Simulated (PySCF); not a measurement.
# One shape, several levels: C4H10Si (SMILES CC[Si]CC)

Aim: a comparison of 6 runs (HF/STO-3G, B3LYP/6-31G*, PBE0/def2-SVP, TPSS/pcseg-1, B3LYP/6-311G**, TPSS/def2-SVPD) of C4H10Si. Input form: a Python script.

The results are computed with PySCF 2.14.0.

### Step 1. The structure to begin with

The species is C4H10Si (15 atoms), meant as a singlet with charge 0. As SMILES, `CC[Si]CC`. Geometry: relaxed at PBE0-D4/def2-TZVP. This is one conformer, not always the lowest.

Bond lengths: C1–C2 1.537 Å, C2–Si3 1.904 Å, Si3–C4 1.906 Å, C4–C5 1.522 Å, C1–H6 1.096 Å, C1–H7 1.093 Å, C1–H8 1.093 Å, C2–H9 1.093 Å, C2–H10 1.094 Å, C4–H11 1.096 Å, C4–H12 1.106 Å, C5–H13 1.093 Å, C5–H14 1.094 Å, C5–H15 1.092 Å. Some angles: C1–C2–Si3 105.9°, C2–Si3–C4 101.1°, Si3–C4–C5 122.1°, C1–C2–H9 109.5°, C1–C2–H10 110.1°, Si3–C2–H9 110.0°, Si3–C2–H10 113.7°, C2–C1–H6 112.0°, C2–C1–H7 111.4°, C2–C1–H8 111.7°.

### Step 2. Energy and forces at HF/STO-3G (run 1)

calc.py reads:

```python
from pyscf import gto

mol = gto.M(
    atom='''
C     -1.068640     0.898943     3.380720
C      1.620062     0.743040     2.293372
Si     1.924308    -2.554154     0.886093
C      0.049700    -2.179232    -2.165437
C     -0.214862     0.357725    -3.495993
H     -1.492695    -0.696175     4.632286
H     -1.332446     2.616515     4.496792
H     -2.496895     0.902344     1.888592
H      2.994838     0.989650     3.816113
H      1.922985     2.262569     0.923887
H      0.716395    -3.639235    -3.475584
H     -1.825853    -2.889391    -1.574898
H      1.622897     1.090939    -4.090501
H     -1.391972     0.218452    -5.189188
H     -1.069207     1.782012    -2.270884
''',
    spin=0,
    unit='bohr',
    verbose=3,
    max_memory=1860,
    basis='sto-3g',
    charge=0,
)

mf = mol.RHF()
mf.conv_tol = 1e-10
mf.kernel()
if not mf.converged:
    mf = mf.newton().run(mf.mo_coeff, mf.mo_occ)

e_tot = mf.e_tot
print('E = %.10f Eh' % e_tot)
grad = mf.nuc_grad_method().kernel()
mf.analyze()
```

Run with:

```sh
OMP_NUM_THREADS=1 python calc.py
```

Standard output:

```text
converged SCF energy = -441.012079551759
E = -441.0120795518 Eh
--------------- RHF gradients ---------------
         x                y                z
0 C     0.0129167445    -0.0077695596    -0.0105289629
1 C    -0.0088813207     0.0054903227     0.0106964656
2 Si    -0.0084555619     0.0007822001     0.0014779572
3 C     0.0078129019     0.0281207957    -0.0168758993
4 C     0.0013924039    -0.0162615518     0.0105594186
5 H    -0.0028564511    -0.0050131017     0.0044029697
6 H     0.0006369525     0.0039454435     0.0031552182
7 H    -0.0046012594    -0.0002824323    -0.0042727765
8 H     0.0066521362    -0.0008315639     0.0050791058
9 H     0.0021183638     0.0046198392    -0.0084868786
10 H     0.0012113804    -0.0110478982    -0.0014853111
11 H    -0.0077673620    -0.0091441973     0.0081005729
12 H     0.0045202647     0.0023978670    -0.0012956855
13 H    -0.0029493189     0.0002744977    -0.0043712761
14 H    -0.0017498737     0.0047193389     0.0038450819
----------------------------------------------
**** MO energy ****
MO #1   energy= -67.9007210092289  occ= 2
MO #2   energy= -11.0301630027351  occ= 2
MO #3   energy= -11.0235433314385  occ= 2
MO #4   energy= -10.9662883105413  occ= 2
MO #5   energy= -10.9658001952469  occ= 2
MO #6   energy= -5.89968759010845  occ= 2
MO #7   energy= -3.91775108787961  occ= 2
MO #8   energy= -3.91652781051161  occ= 2
MO #9   energy= -3.91534088549986  occ= 2
MO #10  energy= -0.976837554354132 occ= 2
MO #11  energy= -0.953657608730508 occ= 2
MO #12  energy= -0.798081908932018 occ= 2
MO #13  energy= -0.784595698230001 occ= 2
MO #14  energy= -0.587525091688833 occ= 2
MO #15  energy= -0.569307539450319 occ= 2
MO #16  energy= -0.550667598920407 occ= 2
MO #17  energy= -0.522297449349297 occ= 2
MO #18  energy= -0.483212127437225 occ= 2
MO #19  energy= -0.460605790402014 occ= 2
MO #20  energy= -0.457130149743817 occ= 2
MO #21  energy= -0.447133856897304 occ= 2
MO #22  energy= -0.439161554306113 occ= 2
MO #23  energy= -0.320967552708815 occ= 2
MO #24  energy= -0.210916616855887 occ= 2
MO #25  energy= 0.232701858106355  occ= 0
MO #26  energy= 0.50275327256511   occ= 0
MO #27  energy= 0.564928975449104  occ= 0
MO #28  energy= 0.639273945296074  occ= 0
MO #29  energy= 0.661206257794501  occ= 0
MO #30  energy= 0.689202189957069  occ= 0
MO #31  energy= 0.703249024518738  occ= 0
MO #32  energy= 0.711921025103045  occ= 0
MO #33  energy= 0.732760446861965  occ= 0
MO #34  energy= 0.750499898137853  occ= 0
MO #35  energy= 0.779925725563406  occ= 0
MO #36  energy= 0.784886625717589  occ= 0
MO #37  energy= 0.803458499417701  occ= 0
MO #38  energy= 0.814435649440897  occ= 0
MO #39  energy= 0.822118368562155  occ= 0
 ** Mulliken atomic charges  **
charge of    0C =     -0.10227
charge of    1C =     -0.23254
charge of    2Si =      0.46414
charge of    3C =     -0.23208
charge of    4C =     -0.09953
charge of    5H =      0.01891
charge of    6H =      0.02888
charge of    7H =      0.02607
charge of    8H =      0.01274
charge of    9H =      0.01642
charge of   10H =      0.01311
charge of   11H =      0.01192
charge of   12H =      0.02137
charge of   13H =      0.02527
charge of   14H =      0.02761
Dipole moment(X, Y, Z, Debye):  0.16858, -0.18863,  0.07069
```

It took 6 s on 1 thread of Intel Xeon at 2.70GHz, shared host; peak memory 0.12 GiB.

### Step 3. Energy and gradient at B3LYP/6-31G(d) (spherical functions) (run 2)

input.py reads:

```python
# CC[Si]CC
from pyscf import gto, dft

mol = gto.M(
    atom='''
C   -0.565500   0.475700   1.789000
C    0.857300   0.393200   1.213600
Si   1.018300  -1.351600   0.468900
C    0.026300  -1.153200  -1.145900
C   -0.113700   0.189300  -1.850000
H   -0.789900  -0.368400   2.451300
H   -0.705100   1.384600   2.379600
H   -1.321300   0.477500   0.999400
H    1.584800   0.523700   2.019400
H    1.017600   1.197300   0.488900
H    0.379100  -1.925800  -1.839200
H   -0.966200  -1.529000  -0.833400
H    0.858800   0.577300  -2.164600
H   -0.736600   0.115600  -2.746000
H   -0.565800   0.943000  -1.201700
''',
    verbose=3,
    basis='6-31g*',
    max_memory=1860,
    spin=0,
)

mf = dft.RKS(mol)
mf.xc = 'b3lyp'
mf.conv_tol = 1e-10
mf.grids.level = 5
mf.kernel()
if not mf.converged:
    mf = mf.newton().run(mf.mo_coeff, mf.mo_occ)

e_tot = mf.e_tot
print('E(%s) = %.9f' % ('B3LYP', e_tot))
grad = mf.nuc_grad_method().kernel()
dip = mf.dip_moment()
pop, q = mf.mulliken_pop()
```

Run with:

```sh
OMP_NUM_THREADS=1 python input.py
```

Standard output:

```text
converged SCF energy = -447.882003961091
[... 9 lines left out ...]
Dipole moment(X, Y, Z, Debye): -0.70444,  1.28498, -0.54185
[... 71 lines left out ...]
pop of  4 C 3dyz          0.00836
pop of  4 C 3dz^2         0.00496
pop of  4 C 3dxz          0.00912
pop of  4 C 3dx2-y2       0.00673
pop of  5 H 1s            0.52739
pop of  5 H 2s            0.31763
pop of  6 H 1s            0.52549
pop of  6 H 2s            0.31345
pop of  7 H 1s            0.52854
pop of  7 H 2s            0.31533
pop of  8 H 1s            0.52567
pop of  8 H 2s            0.32148
pop of  9 H 1s            0.52365
pop of  9 H 2s            0.32384
pop of  10 H 1s           0.52182
pop of  10 H 2s           0.31749
pop of  11 H 1s           0.51618
pop of  11 H 2s           0.32944
pop of  12 H 1s           0.52912
pop of  12 H 2s           0.32647
pop of  13 H 1s           0.52823
pop of  13 H 2s           0.32820
pop of  14 H 1s           0.52968
pop of  14 H 2s           0.32183
 ** Mulliken atomic charges  **
charge of    0C =     -0.48178
charge of    1C =     -0.48331
charge of    2Si =      0.37154
charge of    3C =     -0.50162
charge of    4C =     -0.43393
charge of    5H =      0.15498
charge of    6H =      0.16106
charge of    7H =      0.15613
charge of    8H =      0.15286
charge of    9H =      0.15251
charge of   10H =      0.16070
charge of   11H =      0.15438
charge of   12H =      0.14441
charge of   13H =      0.14357
charge of   14H =      0.14849
```

Run time: 66 s. Hardware: 1 thread of Intel Xeon at 2.70GHz, shared host; peak memory 0.97 GiB.

Runs 3 to 5 aren't shown in full; the table further down has their settings and results.

### Step 4. Energy and forces at TPSS/def2-SVPD (run 6)

input.py reads:

```python
import pyscf.grad
from pyscf import gto, dft

system = gto.M(
    atom='''
C   -0.565500   0.475700   1.789000
C    0.857300   0.393200   1.213600
Si   1.018300  -1.351600   0.468900
C    0.026300  -1.153200  -1.145900
C   -0.113700   0.189300  -1.850000
H   -0.789900  -0.368400   2.451300
H   -0.705100   1.384600   2.379600
H   -1.321300   0.477500   0.999400
H    1.584800   0.523700   2.019400
H    1.017600   1.197300   0.488900
H    0.379100  -1.925800  -1.839200
H   -0.966200  -1.529000  -0.833400
H    0.858800   0.577300  -2.164600
H   -0.736600   0.115600  -2.746000
H   -0.565800   0.943000  -1.201700
''',
    charge=0,
    basis='def2-svpd',
    verbose=3,
    max_memory=1860,
    spin=0,
)

ks = dft.RKS(system)
ks.xc = 'tpss'
ks.conv_tol = 1e-10
ks.grids.level = 5
ks.kernel()
if not ks.converged:
    ks = ks.newton().run(ks.mo_coeff, ks.mo_occ)

e_final = ks.e_tot
print('E(%s) = %.9f' % ('TPSS', e_final))
grad = ks.Gradients().kernel()
dip = ks.dip_moment()
pop, q = ks.mulliken_pop()
```

Run with:

```sh
OMP_NUM_THREADS=1 python input.py
```

Standard output:

```text
converged SCF energy = -447.73602874297
[... 9 lines left out ...]
Dipole moment(X, Y, Z, Debye): -0.73974,  1.33058, -0.55937
[... 161 lines left out ...]
pop of  12 H 1s           0.78228
pop of  12 H 2s           0.15831
pop of  12 H 2px          0.01112
pop of  12 H 2py          0.00541
pop of  12 H 2pz          0.00556
pop of  12 H 3px          0.03277
pop of  12 H 3py          0.00294
pop of  12 H 3pz         -0.01044
pop of  13 H 1s           0.78467
pop of  13 H 2s           0.25239
pop of  13 H 2px          0.00738
pop of  13 H 2py          0.00441
pop of  13 H 2pz          0.01022
pop of  13 H 3px          0.00555
pop of  13 H 3py         -0.00570
pop of  13 H 3pz          0.01907
pop of  14 H 1s           0.78339
pop of  14 H 2s           0.17945
pop of  14 H 2px          0.00631
pop of  14 H 2py          0.00812
pop of  14 H 2pz          0.00733
pop of  14 H 3px          0.02481
pop of  14 H 3py          0.01046
pop of  14 H 3pz          0.07869
 ** Mulliken atomic charges  **
charge of    0C =      0.32930
charge of    1C =     -0.27651
charge of    2Si =      0.36006
charge of    3C =     -0.51287
charge of    4C =      0.48837
charge of    5H =      0.00951
charge of    6H =     -0.04595
charge of    7H =     -0.08341
charge of    8H =     -0.16755
charge of    9H =      0.06224
charge of   10H =     -0.10018
charge of   11H =      0.10149
charge of   12H =      0.01205
charge of   13H =     -0.07799
charge of   14H =     -0.09855
```

Run time: 5 min. Hardware: 1 thread of Intel Xeon at 2.70GHz, shared host; peak memory 2.7 GiB.

### Step 5. Overview of the runs

```
run                               level  integration grid  energy (Eh)  dipole moment (D)  HOMO energy (eV)  LUMO energy (eV)  wall time
  1                           HF/STO-3G                 –  -441.012080               0.26             -5.74              6.33        6 s
  2  B3LYP/6-31G* (spherical functions)                 5  -447.882004               1.56             -5.43             -2.04       66 s
  3                       PBE0/def2-SVP                 5  -447.354213               1.57             -5.73             -1.94    1.7 min
  4                        TPSS/pcseg-1                 5  -447.885148               1.63             -4.88             -2.85    2.8 min
  5                      B3LYP/6-311G**                 5  -447.958728               1.43             -5.59             -2.19    2.4 min
  6                      TPSS/def2-SVPD                 5  -447.736029               1.62             -4.88             -2.80      5 min
```

### Step 6. What came out

```
                       quantity          value
            run 6: total energy  -447.73603 Eh
           run 6: dipole moment         1.62 D
             run 6: HOMO energy       -4.88 eV
             run 6: LUMO energy       -2.80 eV
           run 6: HOMO–LUMO gap        2.08 eV
run 6: largest force on an atom     0.536 eV/Å
```

What this shows: The dipole moment (its size) runs from 0.26 D (HF/STO-3G) to 1.63 D (TPSS/pcseg-1). The two ends differ in method and basis. The two dipoles point in opposite directions. The HOMO–LUMO gap runs from 2.03 eV (TPSS/pcseg-1) to 12.07 eV (HF/STO-3G). Totals of different functionals can't be ranked against each other. In run 1 the basis is minimal, so the values are rough. All runs together took 13 min, the longest 5 min.
